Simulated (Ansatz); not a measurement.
**Palladium, dhcp under m-r²SCAN: ground state and equation of state**

Aim: take palladium in the dhcp structure, relax it, solve it on a dense k-mesh, then scale the cell to 7 volumes from 88 to 112 % of the relaxed one and try a fit of the equation of state. The start is antiferromagnetic (alternate layers). The k-meshes are 13×13×4 for the relaxation; 17×17×5 for the dense run; 15×15×4 for the volumes.

Computed with Ansatz 0.2.0 (DFT m-r2SCAN, plane waves (500 eV) with PAW, scalar-relativistic; PAW files made under PBE, frozen cores solved again for the functional; m-r²SCAN is r²SCAN on the gauge-invariant kinetic-energy density, unless a step says otherwise).

## (1) Starting point

It takes space group P6_3/mmc (No. 194, hexagonal). The conventional cell has a = 2.751 Å, b = 2.751 Å, c = 8.983 Å, α = 90.00°, β = 90.00°, γ = 120.00°. Pd (site symmetry -3m) is surrounded by 12 Pd at 2.75 Å. Pd (site symmetry -6m2) has 12 Pd at 2.75 Å as nearest neighbours.

Structure file:

```
Pd
1.0
     2.75050    0.00000    0.00000
    -1.37525    2.38200    0.00000
     0.00000    0.00000    8.98313
Pd
4
Direct
  0.00000 0.00000 0.00000
  0.00000 0.00000 0.50000
  0.33333 0.66667 0.25000
  0.66667 0.33333 0.75000
```

The atoms start with moments of +0.5 ×2, -0.5 ×2 μB.

## (2) Relaxation of the cell

The input, input.yaml:

```yaml
crystal:
  lattice:
    - [2.7505001182, 0.0, 0.0]
    - [-1.3752500591, 2.3820029755, 0.0]
    - [0.0, 0.0, 8.9831333861]
  atoms:
    - { symbol: Pd, position: [0.0, 0.0, 0.0], spin: 0.5 }
    - { symbol: Pd, position: [0.0, 0.0, 0.5], spin: 0.5 }
    - { symbol: Pd, position: [0.3333333333, 0.6666666667, 0.25], spin: -0.5 }
    - { symbol: Pd, position: [0.6666666667, 0.3333333333, 0.75], spin: -0.5 }
hamiltonian:
  xc: mr2scan
  pseudopotentials:
    kind: paw
    azcp:
      Pd: "pseudopotentials/Pd.paw.azcp"
basis:
  ecutwfc: 500
  fft_grid_basis: typed
kpoints:
  mp_grid: { grid: [13, 13, 4], shift: [0, 0, 0] }
magnetization:
  spin_polarized: true
scf:
  occupations: { method: fermi_dirac, width: 0.05 }
relax:
  max_steps: 60
  f_tol: 0.01
  cell: {}
```

Started as:

```
> ansatz run input.yaml --threads 2 --pin off --max-ram 5120MiB --backend cpu --events-out ev --progress --plain --runs-dir out
```

After this run come: Single point on a dense mesh; The cell scaled to 88 % of its volume; The cell scaled to 92 % of its volume; The cell scaled to 96 % of its volume; The cell scaled to 100 % of its volume; The cell scaled to 104 % of its volume; The cell scaled to 108 % of its volume; The cell scaled to 112 % of its volume.

Q: Predict the outcome of this session. Wanted: space group; conventional cell; volume; shortest distance; gap on the mesh; magnetic state; relative to fcc.

The runs gave:

| quantity | value |
| --- | --- |
| space group (spins left aside) | P6_3/mmc (No. 194) |
| conventional cell | a = 2.752 Å, c = 9.125 Å (c/a = 3.316) |
| volume | 14.959 Å³/atom |
| shortest distance | 2.752 Å |
| gap on the mesh | none (levels filled in part) |
| magnetic state | ferromagnetic, up to 0.21 μB per atom |
| relative to fcc | +20 meV/atom |

What this shows: From the guessed start the volume grew by 1.7 % in 6 steps. Against the reference form of palladium (fcc, computed apart with the same settings) it stands 20 meV/atom higher. It ends ferromagnetic, with up to 0.21 μB per atom. That is not the order it started in. No gap shows: it is a metal or semimetal at this level. The symmetry was held, so the structure may be unstable against distortions that break it.
